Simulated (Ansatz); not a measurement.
# Molecular dynamics of WC

Input:

```yaml
accuracy: low
crystal:
  lattice:
    - [-2.900765, -5.024272, 0.0]
    - [4.351147, -2.512136, 0.0]
    - [0.0, 0.0, 5.694056]
  atoms:
    - { symbol: W, position: [0.7328918, 0.51314226, 0.0192606] }
    - { symbol: C, position: [0.46277718, 0.66262038, 0.26542673] }
    - { symbol: W, position: [0.72973335, 0.55193419, 0.50078646] }
    - { symbol: C, position: [0.47604713, 0.70261234, 0.76526364] }
    - { symbol: W, position: [0.46973478, 0.03434164, 0.02859653] }
    - { symbol: C, position: [0.19975762, 0.21929217, 0.25672234] }
    - { symbol: W, position: [0.45838241, 0.00772608, 0.52167235] }
    - { symbol: C, position: [0.19356403, 0.16071903, 0.75939537] }
    - { symbol: W, position: [0.23294877, 0.50057225, 0.03760275] }
    - { symbol: C, position: [-0.0683593, 0.70153458, 0.24399957] }
    - { symbol: W, position: [0.23976476, 0.48865714, 0.48460143] }
    - { symbol: C, position: [-0.05330495, 0.65833786, 0.77410849] }
    - { symbol: W, position: [-0.05040172, 0.06881688, 0.04867691] }
    - { symbol: C, position: [0.70259709, 0.2130841, 0.31213288] }
    - { symbol: W, position: [-0.05845013, 0.00236606, 0.5022911] }
    - { symbol: C, position: [0.69234962, 0.13437377, 0.76561711] }
basis:
  ecutwfc: 420.0
kpoints:
  mp_grid: { grid: [2, 2, 2] }
hamiltonian:
  xc: lda
  pseudopotentials: { kind: paw, azcp: { folder: soft_1 } }
scf:
  occupations: { method: fermi_dirac, width: 0.36 }
  lower_state_search: "off"
md:
  timestep: 0.75
  n_steps: 400
  ensemble: nvt_langevin
  temperature: 3360.0
  initial_velocities: maxwell_boltzmann
  seed: 777939
  friction: 0.02
  temperature_schedule:
    - { n_steps: 300, end_temperature: 300.0 }
    - { n_steps: 100, end_temperature: 300.0 }
```

Launched with:

```bash
$ ansatz run input.yaml --threads 1 --pin off --max-ram 3072MiB --backend cpu --events-out ev --progress --plain --runs-dir out
```

It goes on from the last frame of an earlier run, with new velocities.

Output, in part (step lines):

```
md step     0: t =     0.00 fs  T =  3150.0 K (target 3360.0 K)  F+E_penalty+E_count = -82985.47470818 eV  E_kin = 6.514704 eV  (9 SCF iters)
md step     1: t =     0.75 fs  T =  3156.5 K (target 3354.9 K)  F+E_penalty+E_count = -82985.62745134 eV  E_kin = 6.528048 eV  (6 SCF iters)
md step     2: t =     1.50 fs  T =  3350.7 K (target 3344.7 K)  F+E_penalty+E_count = -82985.80063905 eV  E_kin = 6.929761 eV  (6 SCF iters)
md step     3: t =     2.25 fs  T =  3730.1 K (target 3334.5 K)  F+E_penalty+E_count = -82986.00057803 eV  E_kin = 7.714483 eV  (6 SCF iters)
md step     4: t =     3.00 fs  T =  3662.9 K (target 3324.3 K)  F+E_penalty+E_count = -82986.22048539 eV  E_kin = 7.575559 eV  (6 SCF iters)
md step     5: t =     3.75 fs  T =  3882.8 K (target 3314.1 K)  F+E_penalty+E_count = -82986.42242632 eV  E_kin = 8.030295 eV  (5 SCF iters)
md step     6: t =     4.50 fs  T =  4103.1 K (target 3303.9 K)  F+E_penalty+E_count = -82986.60919356 eV  E_kin = 8.485913 eV  (5 SCF iters)
md step     7: t =     5.25 fs  T =  4349.7 K (target 3293.7 K)  F+E_penalty+E_count = -82986.79186677 eV  E_kin = 8.995966 eV  (5 SCF iters)
[... lines left out ...]
md step   399: t =   299.25 fs  T =   337.2 K (target 300.0 K)  F+E_penalty+E_count = -82992.43821910 eV  E_kin = 0.697463 eV  (4 SCF iters)
md step   400: t =   300.00 fs  T =   346.6 K (target 300.0 K)  F+E_penalty+E_count = -82992.45290628 eV  E_kin = 0.716848 eV  (6 SCF iters)
```

The steps, from the saved trajectory:

```json
{"time (fs)": "0.0", "T (K)": "3150", "potential energy less start (eV)": "0.000"}
{"time (fs)": "9.8", "T (K)": "4722", "potential energy less start (eV)": "-1.787"}
{"time (fs)": "19.5", "T (K)": "4654", "potential energy less start (eV)": "-0.489"}
{"time (fs)": "29.2", "T (K)": "4498", "potential energy less start (eV)": "-1.002"}
{"time (fs)": "39.0", "T (K)": "3667", "potential energy less start (eV)": "-0.894"}
{"time (fs)": "48.8", "T (K)": "2507", "potential energy less start (eV)": "0.249"}
{"time (fs)": "58.5", "T (K)": "3089", "potential energy less start (eV)": "-0.174"}
{"time (fs)": "68.2", "T (K)": "2888", "potential energy less start (eV)": "-0.901"}
{"time (fs)": "78.0", "T (K)": "2745", "potential energy less start (eV)": "-1.104"}
{"time (fs)": "87.8", "T (K)": "2906", "potential energy less start (eV)": "-1.193"}
{"time (fs)": "97.5", "T (K)": "2180", "potential energy less start (eV)": "-0.309"}
{"time (fs)": "107.2", "T (K)": "2995", "potential energy less start (eV)": "-2.134"}
{"time (fs)": "117.0", "T (K)": "2475", "potential energy less start (eV)": "-2.243"}
{"time (fs)": "126.8", "T (K)": "2245", "potential energy less start (eV)": "-1.863"}
{"time (fs)": "136.5", "T (K)": "2802", "potential energy less start (eV)": "-2.923"}
{"time (fs)": "146.2", "T (K)": "2616", "potential energy less start (eV)": "-3.607"}
{"time (fs)": "156.0", "T (K)": "2731", "potential energy less start (eV)": "-4.267"}
{"time (fs)": "165.8", "T (K)": "2545", "potential energy less start (eV)": "-3.963"}
{"time (fs)": "175.5", "T (K)": "1697", "potential energy less start (eV)": "-3.436"}
{"time (fs)": "185.2", "T (K)": "1632", "potential energy less start (eV)": "-4.189"}
{"time (fs)": "195.0", "T (K)": "1134", "potential energy less start (eV)": "-4.230"}
{"time (fs)": "204.8", "T (K)": "1236", "potential energy less start (eV)": "-4.833"}
{"time (fs)": "214.5", "T (K)": "1286", "potential energy less start (eV)": "-5.994"}
{"time (fs)": "224.2", "T (K)": "1090", "potential energy less start (eV)": "-6.103"}
{"time (fs)": "234.0", "T (K)": "1106", "potential energy less start (eV)": "-6.590"}
{"time (fs)": "243.8", "T (K)": "649", "potential energy less start (eV)": "-6.585"}
{"time (fs)": "253.5", "T (K)": "615", "potential energy less start (eV)": "-6.632"}
{"time (fs)": "263.2", "T (K)": "608", "potential energy less start (eV)": "-6.928"}
{"time (fs)": "273.0", "T (K)": "627", "potential energy less start (eV)": "-7.032"}
{"time (fs)": "282.8", "T (K)": "600", "potential energy less start (eV)": "-7.127"}
{"time (fs)": "292.5", "T (K)": "382", "potential energy less start (eV)": "-6.952"}
```

The run went to its last step. The schedule's set-point averaged 556 K over the second half and the system 1190 K, so it lags behind the ramp. A run of 0.3 ps of so small a system gives no equilibrium averages. Limits of this set-up: coarse k mesh, PAW files made for another functional, low accuracy level.

Mean squared displacements from the first frame to the last, about the centre of mass: W 0.06 Å², C 0.04 Å².

Last frame:

```xyz
16
Lattice="-2.9008 -5.0243 0.0000 4.3511 -2.5121 0.0000 0.0000 0.0000 5.6941" Properties=species:S:1:pos:R:3
W 0.036 -4.738 -0.024
C 1.500 -3.869 1.404
W 0.044 -4.774 2.840
C 1.536 -3.920 4.207
W -1.456 -2.277 -0.066
C -0.010 -1.472 1.353
W -1.331 -2.347 2.815
C 0.048 -1.421 4.187
W 1.519 -2.229 -0.050
C 2.971 -1.382 1.314
W 1.595 -2.335 2.788
C 2.933 -1.302 4.276
W -0.020 0.241 -0.075
C -1.379 -3.989 1.410
W 0.089 0.162 2.751
C -1.358 -3.943 4.169
```

Run time: 14 min on 1 thread of Intel(R) Xeon(R) 6975P-C (Granite Rapids) (shared host), peak memory 0.55 GiB.
